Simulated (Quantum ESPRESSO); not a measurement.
# CoO (Fm-3m) in Quantum ESPRESSO: settings compared, part 2 of 2

Quantum ESPRESSO 7.5.

### Step 3. Single point, LDA, collinear spin, ferromagnetic start, 9.10 Å³/atom

pw.in

```
&CONTROL
  calculation = 'scf'
  prefix = 'pwscf'
  outdir = './tmp'
  pseudo_dir = './pseudo'
  tprnfor = .true.
  tstress = .true.
  disk_io = 'nowf'
/
&SYSTEM
  ibrav = 0
  nat = 2
  ntyp = 2
  ecutwfc = 56
  ecutrho = 448
  nbnd = 21
  occupations = 'smearing'
  smearing = 'fd'
  degauss = 0.00367493
  nspin = 2
  starting_magnetization(1) = 0.1176
  starting_magnetization(2) = 0
/
&ELECTRONS
  conv_thr = 4d-10
  electron_maxstep = 120
  mixing_beta = 0.3
/
ATOMIC_SPECIES
Co    58.9332 co_lda_v1.2.uspp.F.UPF
O     15.9990 o_lda_v1.2.uspp.F.UPF
CELL_PARAMETERS angstrom
   0.0000000000    2.0879877907    2.0879877907
   2.0879877907    0.0000000000    2.0879877907
   2.0879877907    2.0879877907    0.0000000000
ATOMIC_POSITIONS crystal
Co     0.0000000000    0.0000000000    0.0000000000
O      0.5000000000    0.5000000000    0.5000000000
K_POINTS automatic
11 11 11 0 0 0
```

Potentials or basis: GBRV 1.5 LDA.

Launch:

```bash
> OMP_NUM_THREADS=1 mpirun -n 2 pw.x -nk 2 -in pw.in > pw.out
```

Run time: 30 s. Hardware: 2 MPI ranks of Arm Neoverse V2, shared host; peak memory 0.2 GiB.

The run converged. Its results:

```yaml
Free_energy: -4497.4135 eV
Pressure: -9.4 GPa
Band_gap_on_the_k_mesh: none (metal or under the smearing width)
Net_moment: 2.79 μB per cell
Absolute_moment: 2.80 μB per cell
Site_moments: Co +2.36; O +0.32 μB
Valence_electrons_inside_the_program's_atomic_spheres: Co 14.56; O 5.67
```

Caveat: a cell with one magnetic atom can't hold antiferromagnetic order, which such compounds often take; semilocal functionals often make such compounds metallic where correlation or magnetic order opens a gap, which also shifts bond lengths.

### Step 4. Single point, LDA, collinear spin, ferromagnetic start, 9.30 Å³/atom

pw.in: that of step 3 with these lines changed.

```diff
@@ -32,5 +32,5 @@
 CELL_PARAMETERS angstrom
-   0.0000000000    2.0879877907    2.0879877907
-   2.0879877907    0.0000000000    2.0879877907
-   2.0879877907    2.0879877907    0.0000000000
+   0.0000000000    2.1026924146    2.1026924146
+   2.1026924146    0.0000000000    2.1026924146
+   2.1026924146    2.1026924146    0.0000000000
 ATOMIC_POSITIONS crystal
```

Launch:

```bash
> OMP_NUM_THREADS=1 mpirun -n 2 pw.x -nk 2 -in pw.in > pw.out
```

It took 38 s on 2 MPI ranks of Arm Neoverse V2, shared host; peak memory 0.2 GiB.

The run converged. Its results:

```
Free energy                                           : -4497.3874 eV
Pressure                                              : -12.7 GPa
Band gap on the k mesh                                : none (metal or under the smearing width)
Net moment                                            : 2.85 μB per cell
Absolute moment                                       : 2.87 μB per cell
Site moments                                          : Co +2.41; O +0.34 μB
Valence electrons inside the program's atomic spheres : Co 14.58; O 5.69
```

Caveat: a cell with one magnetic atom can't hold antiferromagnetic order, which such compounds often take; semilocal functionals often make such compounds metallic where correlation or magnetic order opens a gap, which also shifts bond lengths.

### Step 5. Single point, LDA, collinear spin, ferromagnetic start, 9.49 Å³/atom

pw.in: that of step 4 with these lines changed.

```diff
@@ -32,5 +32,5 @@
 CELL_PARAMETERS angstrom
-   0.0000000000    2.1026924146    2.1026924146
-   2.1026924146    0.0000000000    2.1026924146
-   2.1026924146    2.1026924146    0.0000000000
+   0.0000000000    2.1171941998    2.1171941998
+   2.1171941998    0.0000000000    2.1171941998
+   2.1171941998    2.1171941998    0.0000000000
 ATOMIC_POSITIONS crystal
```

Launch:

```bash
> OMP_NUM_THREADS=1 mpirun -n 2 pw.x -nk 2 -in pw.in > pw.out
```

Wall time 31 s (2 MPI ranks of Arm Neoverse V2, shared host); peak memory 0.2 GiB.

Results (log left out):

```yaml
Free_energy: -4497.3536 eV
Pressure: -15.7 GPa
Band_gap_on_the_k_mesh: none (metal or under the smearing width)
Net_moment: 2.91 μB per cell
Absolute_moment: 2.93 μB per cell
Site_moments: Co +2.46; O +0.35 μB
Valence_electrons_inside_the_program's_atomic_spheres: Co 14.60; O 5.71
```

Caveat: a cell with one magnetic atom can't hold antiferromagnetic order, which such compounds often take; semilocal functionals often make such compounds metallic where correlation or magnetic order opens a gap, which also shifts bond lengths.

### Step 6. Single point, LDA, collinear spin, ferromagnetic start, 9.68 Å³/atom

pw.in: that of step 5 with these lines changed.

```diff
@@ -32,5 +32,5 @@
 CELL_PARAMETERS angstrom
-   0.0000000000    2.1171941998    2.1171941998
-   2.1171941998    0.0000000000    2.1171941998
-   2.1171941998    2.1171941998    0.0000000000
+   0.0000000000    2.1315000000    2.1315000000
+   2.1315000000    0.0000000000    2.1315000000
+   2.1315000000    2.1315000000    0.0000000000
 ATOMIC_POSITIONS crystal
```

Potentials or basis: GBRV 1.5 LDA.

Launch:

```bash
> OMP_NUM_THREADS=1 mpirun -n 2 pw.x -nk 2 -in pw.in > pw.out
```

Run time: 31 s. Hardware: 2 MPI ranks of Arm Neoverse V2, shared host; peak memory 0.2 GiB.

It converged, with:

| Quantity | Value |
| --- | --- |
| Free energy | -4497.3129 eV |
| Pressure | -18.5 GPa |
| Band gap on the k mesh | none (metal or under the smearing width) |
| Net moment | 2.96 μB per cell |
| Absolute moment | 2.98 μB per cell |
| Site moments | Co +2.49; O +0.36 μB |
| Valence electrons inside the program's atomic spheres | Co 14.62; O 5.72 |

Caveat: a cell with one magnetic atom can't hold antiferromagnetic order, which such compounds often take; semilocal functionals often make such compounds metallic where correlation or magnetic order opens a gap, which also shifts bond lengths.

### Step 7. Single point, LDA, collinear spin, ferromagnetic start, 9.88 Å³/atom

pw.in: that of step 6 with these lines changed.

```diff
@@ -32,5 +32,5 @@
 CELL_PARAMETERS angstrom
-   0.0000000000    2.1315000000    2.1315000000
-   2.1315000000    0.0000000000    2.1315000000
-   2.1315000000    2.1315000000    0.0000000000
+   0.0000000000    2.1456163054    2.1456163054
+   2.1456163054    0.0000000000    2.1456163054
+   2.1456163054    2.1456163054    0.0000000000
 ATOMIC_POSITIONS crystal
```

Launch:

```bash
> OMP_NUM_THREADS=1 mpirun -n 2 pw.x -nk 2 -in pw.in > pw.out
```

Run time: 28 s. Hardware: 2 MPI ranks of Arm Neoverse V2, shared host; peak memory 0.2 GiB.

It converged, with:

| Quantity | Value |
| --- | --- |
| Free energy | -4497.2656 eV |
| Pressure | -21.2 GPa |
| Band gap on the k mesh | none (metal or under the smearing width) |
| Net moment | 2.98 μB per cell |
| Absolute moment | 3.00 μB per cell |
| Site moments | Co +2.52; O +0.37 μB |
| Valence electrons inside the program's atomic spheres | Co 14.64; O 5.74 |

Caveat: a cell with one magnetic atom can't hold antiferromagnetic order, which such compounds often take; semilocal functionals often make such compounds metallic where correlation or magnetic order opens a gap, which also shifts bond lengths.

### Step 8. Single point, LDA, collinear spin, ferromagnetic start, 10.07 Å³/atom

pw.in: that of step 7 with these lines changed.

```diff
@@ -32,5 +32,5 @@
 CELL_PARAMETERS angstrom
-   0.0000000000    2.1456163054    2.1456163054
-   2.1456163054    0.0000000000    2.1456163054
-   2.1456163054    2.1456163054    0.0000000000
+   0.0000000000    2.1595492692    2.1595492692
+   2.1595492692    0.0000000000    2.1595492692
+   2.1595492692    2.1595492692    0.0000000000
 ATOMIC_POSITIONS crystal
```

Launch:

```bash
> OMP_NUM_THREADS=1 mpirun -n 2 pw.x -nk 2 -in pw.in > pw.out
```

Wall time 28 s (2 MPI ranks of Arm Neoverse V2, shared host); peak memory 0.2 GiB.

The run converged. Its results:

- Free energy: -4497.2119 eV
- Pressure: -23.7 GPa
- Band gap on the k mesh: none (metal or under the smearing width)
- Net moment: 2.99 μB per cell
- Absolute moment: 3.01 μB per cell
- Site moments: Co +2.53; O +0.37 μB
- Valence electrons inside the program's atomic spheres: Co 14.66; O 5.75

Caveat: a cell with one magnetic atom can't hold antiferromagnetic order, which such compounds often take; semilocal functionals often make such compounds metallic where correlation or magnetic order opens a gap, which also shifts bond lengths.

### Step 9. Single point, LDA, collinear spin, ferromagnetic start, 10.27 Å³/atom

pw.in: that of step 8 with these lines changed.

```diff
@@ -32,5 +32,5 @@
 CELL_PARAMETERS angstrom
-   0.0000000000    2.1595492692    2.1595492692
-   2.1595492692    0.0000000000    2.1595492692
-   2.1595492692    2.1595492692    0.0000000000
+   0.0000000000    2.1733047310    2.1733047310
+   2.1733047310    0.0000000000    2.1733047310
+   2.1733047310    2.1733047310    0.0000000000
 ATOMIC_POSITIONS crystal
```

Potentials or basis: GBRV 1.5 LDA.

Launch:

```bash
> OMP_NUM_THREADS=1 mpirun -n 2 pw.x -nk 2 -in pw.in > pw.out
```

Wall time 26 s (2 MPI ranks of Arm Neoverse V2, shared host); peak memory 0.22 GiB.

Results (log left out):

| Property | Result |
| --- | --- |
| Free energy | -4497.1526 eV |
| Pressure | -25.9 GPa |
| Band gap on the k mesh | none (metal or under the smearing width) |
| Net moment | 3.00 μB per cell |
| Absolute moment | 3.02 μB per cell |
| Site moments | Co +2.53; O +0.37 μB |
| Valence electrons inside the program's atomic spheres | Co 14.68; O 5.77 |

Caveat: a cell with one magnetic atom can't hold antiferromagnetic order, which such compounds often take; semilocal functionals often make such compounds metallic where correlation or magnetic order opens a gap, which also shifts bond lengths.

### Step 10. Equation of state, LDA, collinear spin, ferromagnetic start

This step only gathers the single runs of the series.

What came out:

* Equilibrium volume: 8.61 Å³/atom (rough: see the caveat)
* Bulk modulus: 173 GPa (rough)

Energy against volume, from the lowest point:
```tsv
volume (Å³/atom)	energy (meV/atom)
9.103	0.00
9.297	13.02
9.490	29.92
9.684	50.27
9.878	73.95
10.071	100.77
10.265	130.44
```

Caveat: the fit is doubtful: noisy points or a state that changes with volume; the minimum lies outside the volumes run.
